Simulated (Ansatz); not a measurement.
# Si3TeW: the cost of one run

Computed with Ansatz 0.2.0 (DFT PBE, scalar-relativistic, plane waves, PAW, unless a step's input says otherwise).

1 further run of the same task is left out (it didn't finish).

## (1) The system as given

The structure is cubic, space group Pm-3m (No. 221). The conventional cell has a = 4.848 Å, b = 4.848 Å, c = 4.848 Å, α = 90.00°, β = 90.00°, γ = 90.00°. Around Si (site symmetry 4/mmm) lie 2 W at 2.42 Å. Te (site symmetry m-3m) has 12 Si at 3.43 Å as nearest neighbours. W (site symmetry m-3m) is surrounded by 6 Si at 2.42 Å.

Structure file:

```cif
data_structure
_symmetry_space_group_name_H-M 'P 1'
_symmetry_Int_Tables_number 1
_cell_length_a 4.8484
_cell_length_b 4.8484
_cell_length_c 4.8484
_cell_angle_alpha 90.000
_cell_angle_beta 90.000
_cell_angle_gamma 90.000
_cell_volume 113.97
loop_
_atom_site_label
_atom_site_type_symbol
_atom_site_fract_x
_atom_site_fract_y
_atom_site_fract_z
_atom_site_occupancy
Si1 Si 0.00000 0.50000 0.50000 1
Si2 Si 0.50000 0.00000 0.50000 1
Si3 Si 0.50000 0.50000 0.00000 1
Te1 Te 0.00000 0.00000 0.00000 1
W1 W 0.50000 0.50000 0.50000 1
```

It is the end of an earlier relaxation with the same method, from a database cell with other species swapped in; it needn't be the stable form of this composition. At a tolerance of 0.05 Å it has space group Pm-3m (No. 221); it has 22.79 Å³/atom, an uncorrected energy of +0.69 eV/atom over the elements.

## (2) Static run: bands, density of states and charges

input.yaml

```yaml
crystal:
  lattice:
    - [4.8483952282, 0.0, 0.0]
    - [0.0, 4.8483952282, 0.0]
    - [0.0, 0.0, 4.8483952282]
  atoms:
    - { symbol: Si, position: [0.0, 0.5, 0.5] }
    - { symbol: Si, position: [0.5, 0.0, 0.5] }
    - { symbol: Si, position: [0.5, 0.5, 0.0] }
    - { symbol: Te, position: [0.0, 0.0, 0.0] }
    - { symbol: W, position: [0.5, 0.5, 0.5] }
basis:
  ecutwfc: 420
kpoints:
  mp_grid: { grid: [8, 8, 8] }
  band_path:
    path:
      - [[0.0, 0.0, 0.0], [0.0, 0.5, 0.0], [0.5, 0.5, 0.0], [0.0, 0.0, 0.0], [0.5, 0.5, 0.5], [0.0, 0.5, 0.0]]
      - [[0.5, 0.5, 0.5], [0.5, 0.5, 0.0]]
    npoints: 14
hamiltonian:
  xc: pbe
scf:
  occupations: { method: gaussian, width: 0.1 }
  n_extra_bands: 12
output:
  forces: true
  stress: true
  eigenvalues: true
  populations: true
  dos: { projected: true, de: 0.02, nscf_kmesh: { grid: [10, 10, 10] } }
  bader: true
  write_density: true
  write_potential: true
  elf: true
  volumetric_format: npy
```

Launch:

```sh
> ansatz run input.yaml --threads 1 --pin off --max-ram 2048MiB --backend cpu --events-out ev --progress --plain --runs-dir out
```

**Question.** How long does this run take on 1 thread of Arm Neoverse V2, shared host, and how much memory does it need?

About 87 s, with a peak of 0.47 GiB.
